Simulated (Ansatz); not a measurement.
# CH4OSe: rigid torsion scan from a Python script

The task is a rigid torsion scan, for CH4OSe. SMILES: OC[SeH].

Program: Ansatz 0.2.0 through its Python package. Level of theory: PBE0+D4/def2-SVP. These are calculated values, not measurements.

**1. Starting point**

Bond lengths: O1–C2 1.348 Å, C2–Se3 1.930 Å, O1–H4 0.932 Å, C2–H5 1.097 Å, C2–H6 1.128 Å, Se3–H7 1.585 Å. Angles: O1–C2–Se3 107.4°, O1–C2–H5 110.9°, O1–C2–H6 110.1°, Se3–C2–H5 109.7°, Se3–C2–H6 109.5°, H5–C2–H6 109.2°, C2–O1–H4 108.2°, C2–Se3–H7 91.3°.

The script holds or builds the structure itself.

**2. The code**

ch4ose.py reads:

```python
'''Energy of CH4OSe as one group turns about a bond.'''

import ansatz as az
from ase import Atoms

config = {
    'basis_set': 'def2-SVP',
    'xc': 'pbe0',
    'dispersion': 'd4',
    'force_tol': 0.02,
}

atoms = Atoms(['O', 'C', 'Se', 'H', 'H', 'H', 'H'], positions=[
    (-1.1551, 0.4192, -0.7853),
    (-0.1624, 0.3102, 0.1199),
    (1.1481, -0.9077, -0.6035),
    (-1.6087, -0.3939, -0.8196),
    (-0.5429, -0.0797, 1.0724),
    (0.3147, 1.3169, 0.2946),
    (2.0676, -0.7331, 0.6759),
])

# relax first, so that the scan starts from a minimum
first = (
    az.Crystal.molecule_from_ase(atoms).calculation()
    .basis(gaussian=config['basis_set'])  # atom-centred Gaussian functions
    .functional(config['xc'], dispersion=config['dispersion'])
    .relax(force_tolerance=config['force_tol'], max_steps=80)  # relax until the tolerances are met
)
atoms.positions = first.run(threads=1).report['positions_ang']

start = atoms.get_dihedral(2, 1, 0, 3)
energies = {}
for turn in range(0, 360, 30):
    turned = atoms.copy()
    turned.set_dihedral(2, 1, 0, 3, start + turn, indices=[0, 3])
    base = (
        az.Crystal.molecule_from_ase(turned).calculation()
        .basis(gaussian=config['basis_set'])  # the orbital basis, by name
        .functional(config['xc'], dispersion=config['dispersion'])
    )
    energies[round((start + turn) % 360)] = base.run(threads=1).report['free_energy_ev']
floor = min(energies.values())
print('dihedral Se2-C1-O0-H3 (deg)   E - E(min) (kcal/mol)')
for angle, e in sorted(energies.items()):
    print(f'{angle:8d} {23.060548 * (e - floor):14.3f}  ' + '#' * int(30 * (e - floor) / max(max(energies.values()) - floor, 1e-9)))
```

**3. Launch**

On the command line:

```
$ python ch4ose.py
```

What it wrote:

```text
dihedral Se2-C1-O0-H3 (deg)   E - E(min) (kcal/mol)
       1          1.676  ##########
      31          0.780  ####
      61          0.000
      91          1.028  ######
     121          3.160  ###################
     151          4.550  ############################
     181          4.828  ##############################
     211          4.565  ############################
     241          3.707  #######################
     271          2.183  #############
     301          1.194  #######
     331          1.432  ########
```

Run time: 63 s. Hardware: 1 thread of Intel Xeon Platinum 8488C (Sapphire Rapids), shared host; peak memory 0.24 GiB.

Lines on the test bed's own set-up are left out of the output.

A comment line of the script is reworded here; the code is as run.

**4. How the relaxation of run 0 went**

Step by step:

```
step  E - E(step 1) (eV)  largest force component (eV/Å)
   1              0.0000                          2.0198
   2             -0.2248                          0.8839
   3             -0.2640                          0.1281
   4             -0.2692                          0.0610
   5             -0.2778                          0.2669
   6             -0.3009                          0.1507
   7             -0.3025                          0.2959
   8             -0.3206                          0.2658
   9             -0.3185                          0.4673
  10             -0.3283                          0.0728
  11             -0.3332                          0.1900
  12             -0.3318                          0.4799
  13             -0.3397                          0.1104
  14             -0.3451                          0.0673
  15             -0.3483                          0.2384
  16             -0.3386                          0.3786
  17             -0.3520                          0.1203
  18             -0.3528                          0.0384
  19             -0.3529                          0.0458
  20             -0.3530                          0.0052
```

Step 1 is the start. Steps 9, 12, 16 were tried and not accepted.

Before: Bond lengths: O1–C2 1.348 Å, C2–Se3 1.930 Å, O1–H4 0.932 Å, C2–H5 1.097 Å, C2–H6 1.128 Å, Se3–H7 1.585 Å. Angles: O1–C2–Se3 107.4°, O1–C2–H5 110.9°, O1–C2–H6 110.1°, Se3–C2–H5 109.7°, Se3–C2–H6 109.5°, H5–C2–H6 109.2°, C2–O1–H4 108.2°, C2–Se3–H7 91.3°.

After: Bond lengths: O1–C2 1.379 Å, C2–Se3 1.978 Å, O1–H4 0.963 Å, C2–H5 1.104 Å, C2–H6 1.099 Å, Se3–H7 1.472 Å. Angles: O1–C2–Se3 115.5°, O1–C2–H5 114.1°, O1–C2–H6 107.8°, Se3–C2–H5 106.2°, Se3–C2–H6 104.5°, H5–C2–H6 108.2°, C2–O1–H4 108.8°, C2–Se3–H7 94.8°.

Run 0 is this relaxation; the runs after it count from 1.

**5. Run by run**

The 12 runs, in the order started:

```
run  turn (°)  energy from run 1 (eV)  SCF cycles  CPU time (s)
  1         0                  0.0000          17           1.5
  2        30                  0.0446          17           1.6
  3        60                  0.1370          17           1.8
  4        90                  0.1973          16           1.8
  5       120                  0.2094          16           1.4
  6       150                  0.1980          16           1.7
  7       180                  0.1608          17           1.7
  8       210                  0.0947          17           1.4
  9       240                  0.0518          17           1.4
 10       270                  0.0621          17           1.5
 11       300                  0.0727          17           1.5
 12       330                  0.0338          17           1.4
```

**6. Outcome**

| quantity | value |
| --- | --- |
| runs compared | 12 |
| range of energy | 0.209 eV |
| lowest point, turn (°) | 0 |

What this shows: The lowest point lies at a turn of 0°, the highest 0.209 eV (20.2 kJ/mol) above it at 120°. The grid can miss the true lowest and highest points, and the rest of the molecule is held rigid. Run 0: The relaxation took 16 moves; the largest shift is 1.113 Å, of atom 7 (H). So large a move can change the bonding: the results belong to the relaxed structure. The scan is rigid and the energies are electronic, in a modest basis. With rigid groups the curve can differ much from the relaxed path, the start wasn't checked as a minimum of this torsion, and equivalent turns needn't return to the same energy.
